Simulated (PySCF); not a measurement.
# EuH8N4 (Eu(NH2)4-): the cost of one run

Program: PySCF 2.14.0. Level of theory: several levels, as the steps say, no spin–orbit coupling. These are calculated values, not measurements.

1 further run of the same task is left out (for a known fault of the program).

## (1) Where the work starts

13 atoms, charge -1, spin multiplicity 1.

Bond lengths: Eu1–N2 2.292 Å, Eu1–N5 2.292 Å, Eu1–N8 2.292 Å, Eu1–N11 2.292 Å, N2–H3 1.022 Å, N2–H4 1.020 Å, N5–H6 1.020 Å, N5–H7 1.022 Å, N8–H9 1.020 Å, N8–H10 1.022 Å, N11–H12 1.022 Å, N11–H13 1.020 Å. Angles: N2–Eu1–N5 111.0°, N2–Eu1–N8 106.4°, N2–Eu1–N11 111.0°, N5–Eu1–N8 111.0°, N5–Eu1–N11 106.4°, N8–Eu1–N11 111.0°, Eu1–N2–H3 123.8°, Eu1–N2–H4 130.7°, H3–N2–H4 105.3°, Eu1–N5–H6 130.7°, Eu1–N5–H7 123.8°, H6–N5–H7 105.3°, Eu1–N8–H9 130.7°, Eu1–N8–H10 123.8°, H9–N8–H10 105.3°, Eu1–N11–H12 123.8°, Eu1–N11–H13 130.7°, H12–N11–H13 105.3°.

Coordinates:

```xyz
13

Eu    0.0000    0.0000    0.0000
N     1.3735    1.3498    1.2433
H     2.2379    1.0293    1.6838
H     1.3331    2.3526    1.4268
N    -1.3736   -1.2433    1.3499
H    -1.3330   -1.4268    2.3526
H    -2.2379   -1.6838    1.0295
N     1.3735   -1.3498   -1.2433
H     1.3331   -2.3526   -1.4268
H     2.2379   -1.0293   -1.6838
N    -1.3736    1.2433   -1.3499
H    -2.2379    1.6838   -1.0295
H    -1.3330    1.4268   -2.3526
```

Formal oxidation states: Eu +3. Each metal's 6 4f electrons lie in its core potential, so multiplicities, spins and levels count the valence alone. An earlier session relaxed this geometry at PBE0, Eu lcecp-1-SVP with ECP52, N def2-SVP, H def2-SVP (singlet, point group S4).

At PBE0 on the finer grid: E = -258.838639 Eh, HOMO -1.14 eV, LUMO 3.82 eV, Mulliken charge on Eu1 +0.65 e, largest force component 0.006 eV/Å. 

Levels to run: B3LYP; revPBE; PBE0, TZVP. Hardware: 2 threads of Arm Neoverse V1, shared host.

## (2) B3LYP

File run.py (the lines that set the calculation):

```python
mol = gto.M(atom='''
Eu    -0.00002     0.00000     0.00000
N      1.37352     1.34985     1.24334
H      2.23792     1.02933     1.68378
H      1.33308     2.35258     1.42684
N     -1.37355    -1.24333     1.34987
H     -1.33302    -1.42681     2.35262
H     -2.23793    -1.68377     1.02949
N      1.37352    -1.34985    -1.24334
H      1.33308    -2.35258    -1.42684
H      2.23792    -1.02933    -1.68378
N     -1.37355     1.24333    -1.34987
H     -2.23793     1.68377    -1.02949
H     -1.33302     1.42681    -2.35262''',
    basis={'Eu': 'lcecp-1-SVP', 'N': 'def2-SVP', 'H': 'def2-SVP'},
    ecp={'Eu': 'lcecp-1-SVP'},
    charge=-1, spin=0)
mf = dft.RKS(mol, xc='B3LYP')
mf.grids.atom_grid = (75, 302)  # f atoms: unpruned, at least (60, 302)
mf = mf.density_fit()  # fitting sets: Eu AutoAux, N def2-universal-JKFIT, H def2-universal-JKFIT
mf.conv_tol = 1e-08; mf.max_cycle = 55
mf.kernel(dm0)  # dm0: the density of the relaxed state
```

Started as:

```
$ OMP_NUM_THREADS=2 python run.py
```

**Question.** How long does this run take on 2 threads of Arm Neoverse V1, shared host?

About 12 s.
